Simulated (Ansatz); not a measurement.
**O: a single-point run**

Wanted: a converged single-point run for O, and a check of what comes out. The structure is shown as the input types it.

Method: DFT, PBEsol, all-electron PAW with datasets made for the crystal, scalar-relativistic (as first typed), in Ansatz 0.2.0.

3 further runs of the same task are left out: 3 that didn't finish. Runs told in other sessions of the task aren't counted.

## 1. Starting point

The structure is triclinic, space group P-1 (No. 2). The conventional cell has a = 2.539 Å, b = 2.561 Å, c = 6.576 Å, α = 91.15°, β = 90.43°, γ = 119.13°. Around O (site symmetry 1) lie 1 O at 1.17 Å.

Cell or atoms stand a little off a more symmetric structure (P6_3/mmc at a tolerance of 0.3 Å), so results at this geometry aren't those of that ideal crystal.

As a file:

```xyz
4
Lattice="2.5610 0.0256 0.0256 -1.2583 2.2051 0.0094 0.0658 0.0658 6.5750" Properties=species:S:1:pos:R:3 pbc="T T T"
O     0.0254    1.4892    1.0734
O     1.3314    0.7956    4.3663
O     0.0371    1.5009    2.2437
O     1.3431    0.8073    5.5366
```

## 2. The calculation

The input, input.yaml:

```yaml
crystal:
  lattice:
    - [2.5609995414, 0.0256099954, 0.0256099954]
    - [-1.2583208641, 2.2050856642, 0.0093739089]
    - [0.06575, 0.06575, 6.575]
  atoms:
    - { symbol: O, position: [0.3333333333, 0.6666666667, 0.161] }
    - { symbol: O, position: [0.6666666667, 0.3333333333, 0.661] }
    - { symbol: O, position: [0.3333333333, 0.6666666667, 0.339] }
    - { symbol: O, position: [0.6666666667, 0.3333333333, 0.839] }
kpoints:
  mp_grid: { grid: [13, 13, 5] }
scf:
  occupations: { method: fermi_dirac, width: 0.03 }
hamiltonian:
  xc: pbesol
  pseudopotentials: { kind: all_electron, datasets: crystal }
output:
  forces: true
  stress: true
  eigenvalues: true
  efg: { contact_densities: true }
```

Started as:

```
> ansatz run input.yaml --threads 1 --pin off --max-ram 4096MiB --backend cpu --events-out ev --progress --plain --runs-dir out
```

**Question.** How will this run end, and is anything wrong with its input?

The run ended at the input check. Its message: «memory limit exceeded: the `scf loop` phase needs 4.24 GiB against the run's memory maximum of 4.00 GiB; largest carriers: site augmentations 3.33 GiB, wavefunctions 0.29 GiB, unmodelled-tail allowance 0.28 GiB ...»

The job doesn't fit into the memory allowed. It asks for 4.24 GiB, and 4.00 GiB are there.

Remedy: raise the memory limit.
